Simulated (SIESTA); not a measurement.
# BaLiZrBiO6 (F-43m) in SIESTA: notebook, part 2 of 2

SIESTA 5.4.2.

## (3) Single point, LDA, 14.09 Å³/atom

BaLiZrBiO6.fdf

```
SystemName                      BaLiZrBiO6
SystemLabel                     BaLiZrBiO6
NumberOfSpecies                 5
NumberOfAtoms                   10
%block ChemicalSpeciesLabel
  1  83 Bi
  2  56 Ba
  3  40 Zr
  4   8 O
  5   3 Li
%endblock ChemicalSpeciesLabel

LatticeConstant                 1.0 Ang
%block LatticeVectors
     0.0000000000     4.1297235221     4.1297235221
     4.1297235221     0.0000000000     4.1297235221
     4.1297235221     4.1297235221     0.0000000000
%endblock LatticeVectors
AtomicCoordinatesFormat         Fractional
%block AtomicCoordinatesAndAtomicSpecies
     0.0000000000     0.0000000000     0.0000000000  1  Bi
     0.2500000000     0.2500000000     0.2500000000  2  Ba
     0.5000000000     0.5000000000     0.5000000000  3  Zr
     0.7489136200     0.7489136200     0.2510863800  4  O
     0.2510863800     0.2510863800     0.7489136200  4  O
     0.7489136200     0.2510863800     0.7489136200  4  O
     0.2510863800     0.7489136200     0.2510863800  4  O
     0.2510863800     0.7489136200     0.7489136200  4  O
     0.7489136200     0.2510863800     0.2510863800  4  O
     0.7500000000     0.7500000000     0.7500000000  5  Li
%endblock AtomicCoordinatesAndAtomicSpecies

%block kgrid.MonkhorstPack
    4   0   0  0.0
    0   4   0  0.0
    0   0   4  0.0
%endblock kgrid.MonkhorstPack
XC.Functional                   LDA
XC.Authors                      PW92
PAO.BasisSize                   DZP
PAO.EnergyShift                 0.003 Ry
Mesh.Cutoff                     800 Ry
OccupationFunction              FD
ElectronicTemperature           0.05 eV
MaxSCFIterations                120
SCF.MustConverge                false
SCF.Mixer.Method                Pulay
SCF.Mixer.Weight                0.25
SCF.Mixer.History               8
SCF.DM.Tolerance                5.0e-05
SCF.H.Tolerance                 1.0e-03 eV
WriteForces                     true
Charge.Mulliken                 end
%block PAO.PolarizationScheme
  Li non-perturbative
%endblock PAO.PolarizationScheme
%block PAO.Basis
  Bi 4
  n=6 0 2
    5.772 0.000
  n=6 1 2
    8.049 0.000
  n=5 2 2
    3.889 0.000
  n=6 2 1
    8.049
  Ba 5
  n=5 0 2
    4.404 0.000
  n=6 0 2
    9.500 0.000
  n=5 1 2
    5.254 0.000
  n=6 1 1
    9.500
  n=5 2 1
    7.000
  Zr 5
  n=4 0 2
    3.504 0.000
  n=5 0 2
    8.951 0.000
  n=4 1 2
    4.065 0.000
  n=5 1 1
    8.951
  n=4 2 2
    7.326 0.000
  Li 3
  n=1 0 2
    2.805 0.000
  n=2 0 2
    9.500 0.000
  n=2 1 1
    9.500
%endblock PAO.Basis
```

Potentials or basis: PseudoDojo 0.4 standard (LDA files), DZP (energy shift 0.003 Ry; two zetas on semicore shells; d shell added on Ba).

Launch:

```
$ siesta < BaLiZrBiO6.fdf > BaLiZrBiO6.out 2>&1
```

BaLiZrBiO6.out:

```text
Version         : 5.4.2

[... 6 lines left out ...]
 NOTE: Please see the manual for full details and compatibility measures.

reinit: Reading from standard input
reinit: Dumping input in INPUT_TMP.91008
************************** Dump of input data file ****************************
SystemName                      BaLiZrBiO6
SystemLabel                     BaLiZrBiO6
NumberOfSpecies                 5
NumberOfAtoms                   10
%block ChemicalSpeciesLabel
  1  83 Bi
  2  56 Ba
  3  40 Zr
  4   8 O
  5   3 Li
%endblock ChemicalSpeciesLabel
LatticeConstant                 1.0 Ang
%block LatticeVectors
     0.0000000000     4.1297235221     4.1297235221
     4.1297235221     0.0000000000     4.1297235221
     4.1297235221     4.1297235221     0.0000000000
%endblock LatticeVectors
AtomicCoordinatesFormat         Fractional
%block AtomicCoordinatesAndAtomicSpecies
     0.0000000000     0.0000000000     0.0000000000  1  Bi
     0.2500000000     0.2500000000     0.2500000000  2  Ba
     0.5000000000     0.5000000000     0.5000000000  3  Zr
     0.7489136200     0.7489136200     0.2510863800  4  O
     0.2510863800     0.2510863800     0.7489136200  4  O
     0.7489136200     0.2510863800     0.7489136200  4  O
     0.2510863800     0.7489136200     0.2510863800  4  O
     0.2510863800     0.7489136200     0.7489136200  4  O
     0.7489136200     0.2510863800     0.2510863800  4  O
     0.7500000000     0.7500000000     0.7500000000  5  Li
%endblock AtomicCoordinatesAndAtomicSpecies
%block kgrid.MonkhorstPack
    4   0   0  0.0
    0   4   0  0.0
    0   0   4  0.0
%endblock kgrid.MonkhorstPack
XC.Functional                   LDA
XC.Authors                      PW92
PAO.BasisSize                   DZP
PAO.EnergyShift                 0.003 Ry
Mesh.Cutoff                     800 Ry
OccupationFunction              FD
ElectronicTemperature           0.05 eV
MaxSCFIterations                120
SCF.MustConverge                false
SCF.Mixer.Method                Pulay
SCF.Mixer.Weight                0.25
SCF.Mixer.History               8
SCF.DM.Tolerance                5.0e-05
SCF.H.Tolerance                 1.0e-03 eV
WriteForces                     true
Charge.Mulliken                 end
%block PAO.PolarizationScheme
  Li non-perturbative
%endblock PAO.PolarizationScheme
%block PAO.Basis
  Bi 4
  n=6 0 2
    5.772 0.000
  n=6 1 2
    8.049 0.000
[... 1318 lines left out ...]
siesta:      2   -0.000000    0.000000   -0.000000
siesta:      3    0.000000    0.000000   -0.000000
siesta:      4   -0.000000   -0.000000   -0.254819
siesta:      5    0.000000    0.000000    0.254819
siesta:      6   -0.000000   -0.254819   -0.000000
siesta:      7    0.000000    0.254819    0.000000
siesta:      8   -0.254819   -0.000000   -0.000000
siesta:      9    0.254819    0.000000    0.000000
siesta:     10    0.000000    0.000000   -0.000000
siesta: ----------------------------------------
siesta:    Tot    0.000000   -0.000000    0.000000

siesta: Stress tensor (static) (eV/Ang**3):
siesta:    -0.015600   -0.000000   -0.000000
siesta:    -0.000000   -0.015600   -0.000000
siesta:    -0.000000   -0.000000   -0.015600

siesta: Cell volume =        140.861701 Ang**3

siesta: Pressure (static):
siesta:                Solid            Molecule  Units
siesta:           0.00016990          0.00025091  Ry/Bohr**3
siesta:           0.01559963          0.02303783  eV/Ang**3
siesta:          24.99335807         36.91067710  kBar

Basis Enthalpy Calculation:
    Basis Pressure for species 1(Bi) :      0.2000000 GPa
    Basis Pressure for species 2(Ba) :      0.2000000 GPa
    Basis Pressure for species 3(Zr) :      0.2000000 GPa
    Basis Pressure for species 4(O) :      0.2000000 GPa
    Basis Pressure for species 5(Li) :      0.2000000 GPa

    Orbital volume contribution        =           8.415091 eV
    (Free)E + p_basis*V_orbitals       =       -7260.875642 eV
    (Free)Eharris+ p_basis*V_orbitals  =       -7260.875642 eV

mulliken: Atomic and Orbital Populations:

Species: Bi
Atom  Qatom  Qorb
               6s      6s      6py     6pz     6px     6py     6pz     6px
               5dxy    5dyz    5dz2    5dxz    5dx2-y2 5dxy    5dyz    5dz2
               5dxz    5dx2-y2 6dxy    6dyz    6dz2    6dxz    6dx2-y2
   1 13.767   1.170   0.186   0.372   0.372   0.372   0.232   0.232   0.232
              1.955   1.955   1.964   1.955   1.964   0.050   0.050   0.061

              0.050   0.061   0.138   0.138   0.058   0.138   0.058

Species: Ba
Atom  Qatom  Qorb
               5s      5s      6s      6s      5py     5pz     5px     5py
               5pz     5px     6py     6pz     6px     5dxy    5dyz    5dz2
               5dxz    5dx2-y2
   2  8.559   1.866   0.039  -0.060   0.138   1.899   1.899   1.899   0.047
              0.047   0.047   0.021   0.021   0.021   0.152   0.152   0.110

              0.152   0.110

Species: Zr
Atom  Qatom  Qorb
               4s      4s      5s      5s      4py     4pz     4px     4py
               4pz     4px     5py     5pz     5px     4dxy    4dyz    4dz2
               4dxz    4dx2-y2 4dxy    4dyz    4dz2    4dxz    4dx2-y2
   3 10.660   1.884   0.043   0.231   0.177   1.926   1.926   1.926   0.076
              0.076   0.076   0.138   0.138   0.138   0.190   0.190   0.309

              0.190   0.309   0.128   0.128   0.168   0.128   0.168

Species: O
Atom  Qatom  Qorb
               2s      2s      2py     2pz     2px     2py     2pz     2px
               3Pdxy   3Pdyz   3Pdz2   3Pdxz   3Pdx2-y2
   4  6.751   1.953  -0.106   2.050   1.403   2.050  -0.310  -0.000  -0.310
              0.002   0.004   0.008   0.004   0.003
   5  6.751   1.953  -0.106   2.050   1.403   2.050  -0.310  -0.000  -0.310
              0.002   0.004   0.008   0.004   0.003
   6  6.751   1.953  -0.106   1.403   2.050   2.050  -0.000  -0.310  -0.310
              0.004   0.004   0.004   0.002   0.007
   7  6.751   1.953  -0.106   1.403   2.050   2.050  -0.000  -0.310  -0.310
              0.004   0.004   0.004   0.002   0.007
   8  6.751   1.953  -0.106   2.050   2.050   1.403  -0.310  -0.310  -0.000
              0.004   0.002   0.004   0.004   0.007
   9  6.751   1.953  -0.106   2.050   2.050   1.403  -0.310  -0.310  -0.000
              0.004   0.002   0.004   0.004   0.007

Species: Li
Atom  Qatom  Qorb
               1s      1s      2s      2s      2py     2pz     2px
  10  2.508   1.967   0.036  -0.224   0.281   0.150   0.150   0.150

mulliken: Qtot =       76.000

Mulliken Atomic Populations:
Atom #   charge [q] valence [e]  Species
     1     1.233295   13.766705  Bi
     2     1.440890    8.559110  Ba
     3     1.340069   10.659931  Zr
     4    -0.750965    6.750965  O
     5    -0.750965    6.750965  O
     6    -0.750965    6.750965  O
     7    -0.750965    6.750965  O
     8    -0.750965    6.750965  O
     9    -0.750965    6.750965  O
    10     0.491536    2.508464  Li
 Total    -0.000000

Job completed
```

Wall time 2.2 min (1 thread of AMD EPYC 9R45 (Zen 5), shared host); peak memory 0.82 GiB.

Results:

- Free energy: -7269.2907 eV
- Pressure: 2.5 GPa
- Largest force: 0.255 eV/Å
- Band gap on the k mesh: 1.30 eV, indirect (least direct gap 1.33 eV)

Caveat: this set's barium file shifts pressures by up to 1 GPa against other sets; spin-orbit coupling is left out, which as a rule narrows the gap of such compounds by several tenths of an eV; the basis of atomic orbitals isn't converged, which shifts pressures, moduli and gaps.

## (4) Single point, LDA, 14.39 Å³/atom

BaLiZrBiO6.fdf, as its differences from that of step 3:

```diff
@@ -14,5 +14,5 @@
 %block LatticeVectors
-     0.0000000000     4.1297235221     4.1297235221
-     4.1297235221     0.0000000000     4.1297235221
-     4.1297235221     4.1297235221     0.0000000000
+     0.0000000000     4.1588070403     4.1588070403
+     4.1588070403     0.0000000000     4.1588070403
+     4.1588070403     4.1588070403     0.0000000000
 %endblock LatticeVectors
```

Launch:

```
$ siesta < BaLiZrBiO6.fdf > BaLiZrBiO6.out 2>&1
```

Wall time 2.2 min (1 thread of AMD EPYC 9R45 (Zen 5), shared host); peak memory 0.82 GiB.

It converged, with:

* Free energy: -7269.3067 eV
* Pressure: -0.8 GPa
* Largest force: 0.273 eV/Å
* Band gap on the k mesh: 1.12 eV, indirect (least direct gap 1.14 eV)

Caveat: this set's barium file shifts pressures by up to 1 GPa against other sets; spin-orbit coupling is left out, which as a rule narrows the gap of such compounds by several tenths of an eV; the basis of atomic orbitals isn't converged, which shifts pressures, moduli and gaps.

## (5) Single point, LDA, 14.69 Å³/atom

BaLiZrBiO6.fdf, as its differences from that of step 4:

```diff
@@ -14,5 +14,5 @@
 %block LatticeVectors
-     0.0000000000     4.1588070403     4.1588070403
-     4.1588070403     0.0000000000     4.1588070403
-     4.1588070403     4.1588070403     0.0000000000
+     0.0000000000     4.1874893746     4.1874893746
+     4.1874893746     0.0000000000     4.1874893746
+     4.1874893746     4.1874893746     0.0000000000
 %endblock LatticeVectors
```

Launch:

```
$ siesta BaLiZrBiO6.fdf > BaLiZrBiO6.out 2>&1
```

Wall time 2.1 min (1 thread of AMD EPYC 9R45 (Zen 5), shared host); peak memory 0.8 GiB.

It converged, with:

```yaml
Free_energy: -7269.2651 eV
Pressure: -3.6 GPa
Largest_force: 0.298 eV/Å
Band_gap_on_the_k_mesh: 0.94 eV, indirect (least direct gap 0.97 eV)
```

Caveat: this set's barium file shifts pressures by up to 1 GPa against other sets; spin-orbit coupling is left out, which as a rule narrows the gap of such compounds by several tenths of an eV; the basis of atomic orbitals isn't converged, which shifts pressures, moduli and gaps.

## (6) Single point, LDA, 14.99 Å³/atom

BaLiZrBiO6.fdf, as its differences from that of step 5:

```diff
@@ -14,5 +14,5 @@
 %block LatticeVectors
-     0.0000000000     4.1874893746     4.1874893746
-     4.1874893746     0.0000000000     4.1874893746
-     4.1874893746     4.1874893746     0.0000000000
+     0.0000000000     4.2157840800     4.2157840800
+     4.2157840800     0.0000000000     4.2157840800
+     4.2157840800     4.2157840800     0.0000000000
 %endblock LatticeVectors
```

Potentials or basis: PseudoDojo 0.4 standard (LDA files), DZP (energy shift 0.003 Ry; two zetas on semicore shells; d shell added on Ba).

Launch:

```
$ siesta BaLiZrBiO6.fdf > BaLiZrBiO6.out 2>&1
```

Run time: 2 min. Hardware: 1 thread of AMD EPYC 9R45 (Zen 5), shared host; peak memory 0.79 GiB.

Results (log left out):

```
Free energy            : -7269.1733 eV
Pressure               : -6.2 GPa
Largest force          : 0.315 eV/Å
Band gap on the k mesh : 0.78 eV, indirect (least direct gap 0.81 eV)
```

Caveat: this set's barium file shifts pressures by up to 1 GPa against other sets; spin-orbit coupling is left out, which as a rule narrows the gap of such compounds by several tenths of an eV; the basis of atomic orbitals isn't converged, which shifts pressures, moduli and gaps.

## (7) Single point, LDA, 15.28 Å³/atom

BaLiZrBiO6.fdf, as its differences from that of step 6:

```diff
@@ -14,5 +14,5 @@
 %block LatticeVectors
-     0.0000000000     4.2157840800     4.2157840800
-     4.2157840800     0.0000000000     4.2157840800
-     4.2157840800     4.2157840800     0.0000000000
+     0.0000000000     4.2437039935     4.2437039935
+     4.2437039935     0.0000000000     4.2437039935
+     4.2437039935     4.2437039935     0.0000000000
 %endblock LatticeVectors
```

Launch:

```
$ siesta < BaLiZrBiO6.fdf > BaLiZrBiO6.out 2>&1
```

It took 2 min on 1 thread of AMD EPYC 9R45 (Zen 5), shared host; peak memory 0.78 GiB.

Results (log left out):

```yaml
Free_energy: -7269.0365 eV
Pressure: -8.4 GPa
Largest_force: 0.345 eV/Å
Band_gap_on_the_k_mesh: 0.63 eV, indirect (least direct gap 0.66 eV)
```

Caveat: this set's barium file shifts pressures by up to 1 GPa against other sets; spin-orbit coupling is left out, which as a rule narrows the gap of such compounds by several tenths of an eV; the basis of atomic orbitals isn't converged, which shifts pressures, moduli and gaps.

## (8) Single point, LDA, 15.58 Å³/atom

BaLiZrBiO6.fdf, as its differences from that of step 7:

```diff
@@ -14,5 +14,5 @@
 %block LatticeVectors
-     0.0000000000     4.2437039935     4.2437039935
-     4.2437039935     0.0000000000     4.2437039935
-     4.2437039935     4.2437039935     0.0000000000
+     0.0000000000     4.2712612851     4.2712612851
+     4.2712612851     0.0000000000     4.2712612851
+     4.2712612851     4.2712612851     0.0000000000
 %endblock LatticeVectors
```

Launch:

```
$ siesta < BaLiZrBiO6.fdf > BaLiZrBiO6.out 2>&1
```

Wall time 2 min (1 thread of AMD EPYC 9R45 (Zen 5), shared host); peak memory 0.77 GiB.

It converged, with:

* Free energy: -7268.8599 eV
* Pressure: -10.4 GPa
* Largest force: 0.367 eV/Å
* Band gap on the k mesh: 0.49 eV, indirect (least direct gap 0.51 eV)

Caveat: this set's barium file shifts pressures by up to 1 GPa against other sets; spin-orbit coupling is left out, which as a rule narrows the gap of such compounds by several tenths of an eV; the basis of atomic orbitals isn't converged, which shifts pressures, moduli and gaps.

## (9) Single point, LDA, 15.88 Å³/atom

BaLiZrBiO6.fdf, as its differences from that of step 8:

```diff
@@ -14,5 +14,5 @@
 %block LatticeVectors
-     0.0000000000     4.2712612851     4.2712612851
-     4.2712612851     0.0000000000     4.2712612851
-     4.2712612851     4.2712612851     0.0000000000
+     0.0000000000     4.2984675045     4.2984675045
+     4.2984675045     0.0000000000     4.2984675045
+     4.2984675045     4.2984675045     0.0000000000
 %endblock LatticeVectors
```

Potentials or basis: PseudoDojo 0.4 standard (LDA files), DZP (energy shift 0.003 Ry; two zetas on semicore shells; d shell added on Ba).

Launch:

```
$ siesta BaLiZrBiO6.fdf > BaLiZrBiO6.out 2>&1
```

Run time: 2.1 min. Hardware: 1 thread of AMD EPYC 9R45 (Zen 5), shared host; peak memory 0.77 GiB.

The run converged. Its results:

```yaml
Free_energy: -7268.6486 eV
Pressure: -12.1 GPa
Largest_force: 0.401 eV/Å
Band_gap_on_the_k_mesh: 0.36 eV, indirect (least direct gap 0.38 eV)
```

Caveat: this set's barium file shifts pressures by up to 1 GPa against other sets; spin-orbit coupling is left out, which as a rule narrows the gap of such compounds by several tenths of an eV; the basis of atomic orbitals isn't converged, which shifts pressures, moduli and gaps.

## (10) Equation of state, LDA

No new run: the results of the series are fitted here.

Results:

* Equilibrium volume: 14.31 Å³/atom
* Bulk modulus at fixed shape and positions: 150 GPa
* Pressure derivative of the bulk modulus: 4.8

Energy against volume, from the lowest point:
```tsv
volume (Å³/atom)	energy (meV/atom)
14.086	1.60
14.386	0.00
14.686	4.16
14.985	13.34
15.285	27.02
15.585	44.68
15.884	65.81
```

Caveat: this set's barium file shifts pressures by up to 1 GPa against other sets; the cell was scaled at fixed shape and fractional positions, which overstates the stiffness of a crystal with free parameters, most of all of layers and chains; spin-orbit coupling is left out, which moves the levels of the heavy elements; the basis of atomic orbitals isn't converged, which shifts pressures, moduli and gaps.
